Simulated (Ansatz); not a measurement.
# BClH2O2: small, medium and large basis sets

Aim: see how fast density functionals converge with the basis set for BClH2O2.

The runs use Ansatz 0.2.0, Gaussian basis; one geometry, several basis sets.

The runs, in order: PBE0-D4/def2-SVP; ωB97M-V/def2-SVP; PBE0-D4/def2-QZVPP; ωB97M-V/def2-QZVPP; the functionals' def2-TZVPP values are taken from earlier runs.

## Step 1: The relaxed structure

An earlier PBE0-D4 in a triple-zeta def2 set relaxation fixed the geometry.

SMILES `OB(O)Cl`, 6 atoms, charge 0, spin multiplicity 1.

Atoms are counted from 1 here; the program's logs count them from 0.

Bond lengths: O1–B2 1.357 Å, O1–H5 0.960 Å, B2–O3 1.349 Å, B2–Cl4 1.771 Å, O3–H6 0.962 Å. Angles: B2–O1–H5 113.5°, O1–B2–O3 121.0°, O1–B2–Cl4 120.9°, O3–B2–Cl4 118.0°, B2–O3–H6 112.0°.

## Step 2: PBE0-D4 in def2-SVP

in.yaml reads:

```yaml
crystal:
  periodic: [false, false, false]
  atoms:
    - {symbol: O, position_ang: [0.157763, 1.025353, -0.442076]}
    - {symbol: B, position_ang: [-0.128038, -0.227550, -0.007300]}
    - {symbol: O, position_ang: [0.609247, -0.813859, 0.958057]}
    - {symbol: Cl, position_ang: [-1.481443, -1.141367, -0.691707]}
    - {symbol: H, position_ang: [-0.434413, 1.336483, -1.130037]}
    - {symbol: H, position_ang: [1.318984, -0.242961, 1.266962]}
basis:
  gaussian: {orbitals: def2-SVP}
hamiltonian: {xc: pbe0, dispersion: d4}
output: {orbitals: {seedname: orbitals}}
```

The runs that follow: ωB97M-V in def2-SVP; PBE0-D4 in def2-QZVPP; ωB97M-V in def2-QZVPP.

Q: Predict the results of all the runs planned. Wanted: PBE0-D4: double and triple zeta above quadruple; ωB97M-V: double and triple zeta above quadruple.

As calculated:

```
                                       quantity           value
PBE0-D4: double and triple zeta above quadruple  10.66, 0.65 eV
ωB97M-V: double and triple zeta above quadruple  10.70, 0.61 eV
```

For PBE0-D4 the step from double to triple zeta gains 10.02 eV and the next only 0.65 eV. Total energies overstate the basis error of differences, where much of it tends to cancel. The LUMO of ωB97M-V is positive and keeps falling with the basis (3.11 to 1.53 eV): an unbound level that the basis holds in place.
